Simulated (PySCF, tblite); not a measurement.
**C6H12O2SSi: geometry, infrared bands and NMR shifts**

Wanted: the infrared bands and NMR shifts of C6H12O2SSi (`CS/C(C)=C(/C)[SiH2]OC=O`), by calculation.

Computed with tblite 0.8.0 and PySCF 2.14.0, with density-fitted response routines of our own, on a single molecule in the gas phase. Atoms are numbered from 0 throughout.

### 1 The molecule as given

22 atoms, charge 0, multiplicity 1; geometry from: force field or distance geometry start.

Bonds of the start (Å): C0–S1 1.79, S1–C2 1.80, C2–C3 1.50, C2–C4 1.33, C4–C5 1.49, C4–Si6 1.85, Si6–O7 1.72, O7–C8 1.38, C8–O9 1.25, C0–H10 1.13, C0–H11 1.11, C0–H12 1.10, C3–H13 1.13, C3–H14 1.11, C3–H15 1.09, C5–H16 1.11, C5–H17 1.12, C5–H18 1.10, Si6–H19 1.49, Si6–H20 1.47, C8–H21 1.08.

### 2 Relaxing the molecule with GFN2-xTB

The job: settings as JSON, then the geometry in Å.

```
{"job": {"kind": "relax", "xc": "GFN2-xTB", "basis": "xTB"}, "charge": 0, "multiplicity": 1}
C     -2.574800     1.722100     0.356600
S     -0.888900     1.141600     0.538500
C     -0.642200    -0.503900    -0.141200
C     -1.778500    -1.231800    -0.800800
C      0.577200    -1.019800    -0.041800
C      0.874500    -2.374300    -0.595900
Si     1.941200    -0.065400     0.756100
O      2.518300     1.251900    -0.193400
C      2.512100     2.566700     0.240700
O      2.067300     2.834000     1.381200
H     -3.029000     2.093400     1.323900
H     -2.670700     2.591500    -0.330300
H     -3.292200     0.964400    -0.006300
H     -1.634800    -2.355500    -0.758300
H     -2.694300    -0.967900    -0.225900
H     -1.842500    -0.948400    -1.849000
H      1.926100    -2.431100    -0.948700
H      0.762700    -3.180900     0.170100
H      0.251400    -2.655400    -1.453600
H      3.087900    -1.016100     0.866500
H      1.631800     0.294200     2.152400
H      2.886900     3.310200    -0.441700
```

Started as:

```sh
$ OMP_NUM_THREADS=1 python probes_run.py task.json out
```

The driver reads the jobs from task.json and runs them one after another.

**Question.** This job is followed by: GFN2-xTB harmonic vibrations, gas phase; GIAO PBE0/pcSseg-1 NMR shielding, non-relativistic, gas phase. Predict these results of the whole session: strongest single infrared mode (GFN2-xTB); zero-point energy (GFN2-xTB); 13C shifts against TMS (PBE0/pcSseg-1); 1H shifts against TMS (PBE0/pcSseg-1, means over atoms taken as alike); 33S shifts against CS2 (PBE0/pcSseg-1); 29Si shifts against TMS (PBE0/pcSseg-1); 17O shifts against H2O (PBE0/pcSseg-1); surface potential, 1st and 99th percentile.

**Answer**, as computed:

```
                                                              quantity                                      value
                             strongest single infrared mode (GFN2-xTB)                      1784 cm⁻¹, 548 km/mol
                                          zero-point energy (GFN2-xTB)                             103.1 kcal/mol
                                13C shifts against TMS (PBE0/pcSseg-1)  165.1, 160.9, 150.0, 25.8, 25.2, 21.1 ppm
1H shifts against TMS (PBE0/pcSseg-1, means over atoms taken as alike)           8.10, 5.45, 2.38, 2.34, 1.89 ppm
                                33S shifts against CS2 (PBE0/pcSseg-1)                                     71 ppm
                               29Si shifts against TMS (PBE0/pcSseg-1)                                  -28.5 ppm
                                17O shifts against H2O (PBE0/pcSseg-1)                           465.5, 204.7 ppm
                                 surface potential, 1st and 99th percentile                         -1.69 V and 1.05 V
```

The optimisation took 224 steps and gained 1.004 eV; among the close pairs (by a distance rule), O7–C8 changed most, from 1.385 to 1.306 Å. All 60 modes are real, so the xTB geometry is a minimum. The strongest single mode, at 1784 cm⁻¹, moves mainly C8 and O9. Unscaled tight-binding wavenumbers are off by several per cent, some by more. Its intensities can rank the bands wrongly. At PBE0/pcSseg-1: The largest span, 651 ppm, is at O9, where the paramagnetic term is -530 ppm. At PBE0/pcSseg-1, counted by nearest atom on the grid, the HOMO lies on S1 71 %, the LUMO on C2, C4 about 27 % each; Si6 9 %.
